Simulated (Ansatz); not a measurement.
I need a rigid scan of one bond length of CH6SeSi, SMILES C[Se][SiH3]. Use Ansatz's Python interface. Settings (for the species named): r2SCAN, def2-SVP basis, multiplicity 1.

```xyz
9

C    -0.6017    0.9072   -1.0129
Se    1.2115    0.4615   -0.7584
Si    0.6497   -0.9293    0.9566
H    -1.1714    0.0601   -1.2777
H    -0.7183    1.6678   -1.8808
H    -1.0537    1.4400   -0.1061
H     1.9350   -1.5474    1.5005
H    -0.1910   -1.9624    0.4831
H     0.0284   -0.1438    2.0786
```

`ch6sesi_scan.py`:
```python
"""Potential curve of CH6SeSi along one bond."""

import ansatz as az
import numpy as np


def main() -> None:
    geometry_ang = [
        ("C", (-0.6017, 0.9072, -1.0129)),
        ("Se", (1.2115, 0.4615, -0.7584)),
        ("Si", (0.6497, -0.9293, 0.9566)),
        ("H", (-1.1714, 0.0601, -1.2777)),
        ("H", (-0.7183, 1.6678, -1.8808)),
        ("H", (-1.0537, 1.44, -0.1061)),
        ("H", (1.935, -1.5474, 1.5005)),
        ("H", (-0.191, -1.9624, 0.4831)),
        ("H", (0.0284, -0.1438, 2.0786)),
    ]
    ch6sesi = az.Crystal.molecule()
    for symbol, xyz in geometry_ang:
        ch6sesi = ch6sesi.atom(symbol, xyz)

    symbols = [site.symbol for site in ch6sesi.cartesian_sites]
    start = np.array([site.position_ang for site in ch6sesi.cartesian_sites])
    axis = (start[4] - start[0]) / np.linalg.norm(start[4] - start[0])
    moving = [4]
    lengths, energies = [1.021, 1.067, 1.113, 1.16, 1.206, 1.253, 1.299, 1.369], []
    for length in lengths:
        xyz = start.copy()
        xyz[moving] += (length - np.linalg.norm(start[4] - start[0])) * axis
        point = az.Crystal.molecule()
        for symbol, xyz in zip(symbols, xyz):
            point = point.atom(symbol, xyz.tolist())
        job = point.calculation().basis(gaussian="def2-SVP").functional("r2scan")
        data = job.run(threads=1).report
        energies.append(data["free_energy_ev"])
        print(f"r = {length:6.3f} A  E = {energies[-1]:.5f} eV  <S^2> = {abs(data['mean_field']['state']['spin_squared']):.3f}")

    # quartic fit about the minimum
    fit = np.polynomial.Polynomial.fit(lengths, np.array(energies) - min(energies), 4).convert()
    roots = [r.real for r in fit.deriv().roots() if abs(r.imag) < 1e-9 and fit.deriv(2)(r.real) > 0]
    r_e = min(roots, key=lambda r: abs(r - lengths[int(np.argmin(energies))]))
    print(f"minimum of the fit at {r_e:.4f} A, force constant {fit.deriv(2)(r_e):.2f} eV/A^2")


if __name__ == "__main__":
    main()
```

```console
$ python ch6sesi_scan.py
r =  1.021 A  E = -74349.20535 eV  <S^2> = 0.000
r =  1.067 A  E = -74349.30999 eV  <S^2> = 0.000
r =  1.113 A  E = -74349.32875 eV  <S^2> = 0.000
r =  1.160 A  E = -74349.28005 eV  <S^2> = 0.000
r =  1.206 A  E = -74349.18205 eV  <S^2> = 0.000
r =  1.253 A  E = -74349.04350 eV  <S^2> = 0.000
r =  1.299 A  E = -74348.88024 eV  <S^2> = 0.000
r =  1.369 A  E = -74348.59621 eV  <S^2> = 0.000
minimum of the fit at 1.1016 A, force constant 33.27 eV/A^2
```

Caveats:
- Total energies depend on the basis set; only differences at equal settings carry meaning.
- The rest of the molecule is held rigid at a force-field or estimated start geometry, and the basis set is modest; single-reference methods fail as a bond breaks.
- The orbitals are restricted, so S² is zero by construction.
- Run time: 36 s on 1 thread of Arm Neoverse V2 (shared host), peak memory 0.22 GiB.

(Lines on the test bed's own set-up are left out of the output.)
